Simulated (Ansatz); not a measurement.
# FH₃LiNSi: one structure at several levels

The task here is to estimate one member of a computed series from the others.

Method: single points in def2-TZVPP; program: Ansatz 0.2.0, Gaussian basis.

Cores are frozen in the correlated methods. The outer core shell of Li, Na, Mg and K is correlated.

### The system as given

SMILES `[Li][SiH](N)F`, 7 atoms, charge 0, spin multiplicity 1.

Atoms are counted from 1 here; the program's logs count them from 0.

Bond lengths: Li1–Si2 2.487 Å, Li1–N3 2.217 Å, Si2–N3 1.787 Å, Si2–F4 1.633 Å, Si2–H5 1.466 Å, N3–H6 0.759 Å, N3–H7 0.906 Å. Angles: Si2–Li1–N3 44.2°, Li1–Si2–N3 59.9°, Li1–Si2–F4 104.7°, Li1–Si2–H5 141.2°, N3–Si2–F4 108.1°, N3–Si2–H5 106.4°, F4–Si2–H5 114.1°, Li1–N3–Si2 76.0°, Li1–N3–H6 101.6°, Li1–N3–H7 137.3°, Si2–N3–H6 136.0°, Si2–N3–H7 111.7°, H6–N3–H7 99.6°.

Geometry (Å):

```xyz
7
charge 0, multiplicity 1
Li   -1.9383    0.1704    0.8454
Si   -0.2345    0.2975   -0.9624
N     0.2629   -0.0642    0.7154
F    -0.3753   -1.1169   -1.7654
H     0.7840    1.1987   -1.5108
H     0.4946    0.3393    1.3148
H     0.8636   -0.7417    0.7476
```

The first run:

The input, run/in.yaml:

```yaml
crystal:
  periodic: [false, false, false]
  atoms:
    - {symbol: Li, position_ang: [-1.938300, 0.170400, 0.845400]}
    - {symbol: Si, position_ang: [-0.234500, 0.297500, -0.962400]}
    - {symbol: N, position_ang: [0.262900, -0.064200, 0.715400]}
    - {symbol: F, position_ang: [-0.375300, -1.116900, -1.765400]}
    - {symbol: H, position_ang: [0.784000, 1.198700, -1.510800]}
    - {symbol: H, position_ang: [0.494600, 0.339300, 1.314800]}
    - {symbol: H, position_ang: [0.863600, -0.741700, 0.747600]}
basis:
  gaussian: {orbitals: def2-TZVPP}
correlation: {method: ccsd_t}
output: {forces: true}
```

The command line of these runs was not kept.

Steps of the session up to this table: CCSD(T)/def2-TZVPP; PBE0-D4/def2-TZVPP; wB97M-V/def2-TZVPP; r2SCAN-D4/def2-TZVPP; PBE-D4/def2-TZVPP; B97M-V/def2-TZVPP; r2SCAN0-D4/def2-TZVPP.

One table of the session follows, with a row left open; its other results are not shown here.

```
    method  RMS force component (eV/Å)  angle to CCSD(T) forces (°)  dipole (D)
   CCSD(T)                       8.416                    reference        6.39
   PBE0-D4                       8.409                          0.5        6.28
   wB97M-V                       8.361                          0.4        6.33
 r2SCAN-D4                       8.374                          0.5        6.29
    PBE-D4                           ?                            ?           ?
    B97M-V                       8.325                          0.8        6.27
r2SCAN0-D4                       8.346                          0.9        6.43
```

Q: Estimate the row for PBE-D4 from the others.

The run gave: RMS force component (eV/Å): 8.457; angle to CCSD(T) forces (°): 1.2; dipole (D): 6.00. In the column «RMS force component (eV/Å)» it is the highest.
